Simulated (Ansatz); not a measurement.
Runs of Ansatz 0.2.0 on Cu3O2. It takes space group I4/mmm (No. 139, tetragonal). Conventional cell: a = 4.046 Å, b = 4.046 Å, c = 7.347 Å, α = 90.00°, β = 90.00°, γ = 90.00°. Cu (site symmetry 4/mmm) has 4 O at 2.02 Å as nearest neighbours. Around Cu (site symmetry -4m2) lie 2 O at 1.84 Å. O (site symmetry mmm) is surrounded by 4 Cu at 1.84 to 2.02 Å. The cell comes from a database or a generator and needn't be the stable form of this composition.

| level | U | hubbard projectors | double counting | gap on the mesh (eV) | pressure (GPa) |
| --- | --- | --- | --- | --- | --- |
| PBE+U | Cu d U = 3 eV | ortho-atomic (the default) | fll (the default) | none | (b) |
| PBE+U | Cu d U = 4 eV | ortho-atomic (the default) | fll (the default) | none | (a) |
| PBE+U | Cu d U = 2 eV | ortho-atomic (the default) | fll (the default) | none | 1.8 |
| PBE+U | Cu d U = 8 eV | ortho-atomic (the default) | fll (the default) | none | 6.3 |
| PBE+U | Cu d U = 1 eV | ortho-atomic (the default) | fll (the default) | none | 1.2 |
| PBE+U | Cu d U = 5 eV | ortho-atomic (the default) | fll (the default) | none | 3.8 |
| PBE+U | Cu d U = 6 eV | ortho-atomic (the default) | fll (the default) | none | (c) |
| PBE | - | - | - | none | 0.7 |

Alike in all rows: task projected density of states; potentials or basis Ansatz PAW; no spin polarisation; cell as given; k mesh 9 × 9 × 9; cutoff (eV) 420; smearing fermi-dirac 0.05 eV.

Task: Fill in the values left out.

Result: (a) 3.0; (b) 2.4; (c) 4.5.

Caveats: an odd number of electrons without spin polarisation forces a metal; a magnetic or distorted state may lie lower; the run has no spin polarisation, though such a crystal can be magnetic; the density of states is complete only up to the lowest level of the last band computed; U without spin polarisation on a metal has little footing (some runs); semilocal functionals often make such compounds metallic where correlation or magnetic order opens a gap, which also shifts bond lengths (some runs).

A gap of «none» marks a metal or a gap under the smearing width.
